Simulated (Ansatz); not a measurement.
# AlH₅Se (SMILES [AlH3-][SeH2+]): a rigid scan of the angle H6–Se2–H7

How does the energy rise as the angle H6–Se2–H7 leaves its equilibrium value, and do density functionals follow CCSD(T)? No other atom is relaxed.

Method: single points in def2-TZVPP; program: Ansatz 0.2.0, Gaussian basis.

Levels: PBE-D4, r2SCAN-D4, PBE0-D4, B3LYP-D4, wB97M-V, Hartree-Fock, MP2, CCSD, CCSD(T). The scan takes 61.6, 69.1, 76.6, 84.1, 91.6, 99.1, 106.6, 114.1, 121.6°.

Cores are frozen in the correlated methods. Filled d shells of the heavier atoms are correlated. B3LYP uses VWN-RPA correlation.

33 further runs of the same task are left out: 33 set aside as unsound or not needed.

### 1 Starting geometry

The minimum, relaxed at PBE0-D4: SMILES `[AlH3-][SeH2+]`, 7 atoms, charge 0, spin multiplicity 1.

Atoms are counted from 1 here; the program's logs count them from 0.

Bond lengths: Al1–Se2 2.668 Å, Al1–H3 1.596 Å, Al1–H4 1.596 Å, Al1–H5 1.595 Å, Se2–H6 1.469 Å, Se2–H7 1.469 Å. Angles: Se2–Al1–H3 94.9°, Se2–Al1–H4 94.8°, Se2–Al1–H5 99.4°, H3–Al1–H4 118.8°, H3–Al1–H5 118.8°, H4–Al1–H5 118.8°, Al1–Se2–H6 97.2°, Al1–Se2–H7 97.1°, H6–Se2–H7 91.6°.

Geometry (Å):

```
Al   -0.7442   -0.5920   -0.6606
Se    0.8049    0.3188    1.3110
H    -0.1209   -2.0612   -0.6571
H    -2.1146   -0.3363    0.1164
H    -0.3174    0.4204   -1.8172
H     2.0449    0.4362    0.5319
H     0.5084    1.7462    1.1299
```

Energies of the minimum (eV), from earlier single points: PBE-D4 -72013.88042, r2SCAN-D4 -72026.58703, PBE0-D4 -72016.77552, B3LYP-D4 -72029.79737, wB97M-V -72023.00827, CCSD(T) -71976.73453.

At the minimum the angle H6–Se2–H7 is 91.6°.

### 2 H6–Se2–H7 = 61.6°

The input, ccsdt-tzvpp/in.yaml:

```yaml
crystal:
  periodic: [false, false, false]
  atoms:
    - {symbol: Al, position_ang: [-0.744171, -0.591968, -0.660555]}
    - {symbol: Se, position_ang: [0.804922, 0.318788, 1.310951]}
    - {symbol: H, position_ang: [-0.120860, -2.061166, -0.657125]}
    - {symbol: H, position_ang: [-2.114594, -0.336296, 0.116433]}
    - {symbol: H, position_ang: [-0.317440, 0.420355, -1.817225]}
    - {symbol: H, position_ang: [1.747932, 1.135347, 0.534966]}
    - {symbol: H, position_ang: [0.508438, 1.746189, 1.129876]}
basis:
  gaussian: {orbitals: def2-TZVPP}
correlation: {method: ccsd_t}
```

No record of the launch command was kept for these runs.

After this run come: H6–Se2–H7 = 69.1°; H6–Se2–H7 = 76.6°; H6–Se2–H7 = 84.1°; H6–Se2–H7 = 91.6°; H6–Se2–H7 = 99.1°; H6–Se2–H7 = 106.6°; H6–Se2–H7 = 114.1°; H6–Se2–H7 = 121.6°.

Before running it: what results should come out? Wanted: highest point, CCSD(T); lowest point, CCSD(T); minimum along the scan, CCSD(T); RMS deviation from CCSD(T); largest T1 diagnostic.

**Answer**, as computed:

| quantity | value |
| --- | --- |
| highest point, CCSD(T) | 622 meV at 61.6° |
| lowest point, CCSD(T) | 0 meV at 91.6° |
| minimum along the scan, CCSD(T) | 91.7° |
| curvature there | 1.34 meV/deg² |
| RMS deviation from CCSD(T) | PBE-D4 23, r2SCAN-D4 10, PBE0-D4 4, B3LYP-D4 4, wB97M-V 2, Hartree-Fock 79, MP2 8, CCSD 10 meV |
| largest T1 diagnostic | 0.009 |

What this shows: A polynomial through the near points puts the CCSD(T) minimum 0.1° above the PBE0-D4 value. Curvature against CCSD(T): PBE-D4 -4 %, Hartree-Fock +18 %. wB97M-V follows the CCSD(T) curve best and Hartree-Fock worst.
